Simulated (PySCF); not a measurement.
# H4HoS4 (Ho(SH)4-): the cost of one run

Computed with PySCF 2.14.0. Level: PBE0, Ho lcecp-1-SVP with ECP56, S def2-SVP, H def2-SVP; scalar-relativistic core potentials, no spin–orbit coupling.

1 further run of the same task is left out (for a known fault of the program).

### Step 1. Where the work starts

9 atoms, charge -1, spin multiplicity 1.

Bond lengths: Ho1–S2 2.693 Å, Ho1–S4 2.693 Å, Ho1–S6 2.693 Å, Ho1–S8 2.693 Å, S2–H3 1.341 Å, S4–H5 1.341 Å, S6–H7 1.341 Å, S8–H9 1.341 Å. Angles: S2–Ho1–S4 109.5°, S2–Ho1–S6 109.5°, S2–Ho1–S8 109.5°, S4–Ho1–S6 109.5°, S4–Ho1–S8 109.5°, S6–Ho1–S8 109.5°, Ho1–S2–H3 104.2°, Ho1–S4–H5 104.2°, Ho1–S6–H7 104.2°, Ho1–S8–H9 104.2°.

Coordinates:

```
atom    x (Å)    y (Å)    z (Å)
 Ho1   0.0000   0.0000   0.0000
  S2   1.5549   1.5549   1.5549
  H3   2.6647   0.8262   1.7455
  S4  -1.5549  -1.5549   1.5549
  H5  -2.6647  -0.8262   1.7455
  S6   1.5549  -1.5549  -1.5549
  H7   0.8262  -2.6647  -1.7455
  S8  -1.5549   1.5549  -1.5549
  H9  -0.8262   2.6647  -1.7455
```

Formal oxidation states: Ho +3. Each metal's 10 4f electrons lie in its core potential, so multiplicities, spins and levels count the valence alone.

### Step 2. SCF at the start, singlet

Input file run.py (the lines that set the calculation):

```python
mol = gto.M(atom='''
Ho     0.00000     0.00000     0.00000
S      1.55490     1.55490     1.55490
H      2.66470     0.82620     1.74550
S     -1.55490    -1.55490     1.55490
H     -2.66470    -0.82620     1.74550
S      1.55490    -1.55490    -1.55490
H      0.82620    -2.66470    -1.74550
S     -1.55490     1.55490    -1.55490
H     -0.82620     2.66470    -1.74550''',
    basis={'Ho': 'lcecp-1-SVP', 'S': 'def2-SVP', 'H': 'def2-SVP'},
    ecp={'Ho': 'lcecp-1-SVP'},
    charge=-1, spin=0)
mf = dft.RKS(mol, xc='PBE0')
mf.grids.atom_grid = (50, 194)  # f atoms: unpruned, at least (60, 302)
mf = mf.density_fit()  # fitting sets: Ho AutoAux, S def2-universal-JKFIT, H def2-universal-JKFIT
mf.conv_tol = 1e-08; mf.max_cycle = 55
mf.kernel(dm0)  # dm0: free metal ions and neutral atoms
```

The run is started by

```console
OMP_NUM_THREADS=2 python run.py
```

**Question.** How long does this run take on 2 threads of Arm Neoverse V2, shared host, and how much memory does it need?

About 5.4 s, with a peak of 0.69 GiB.
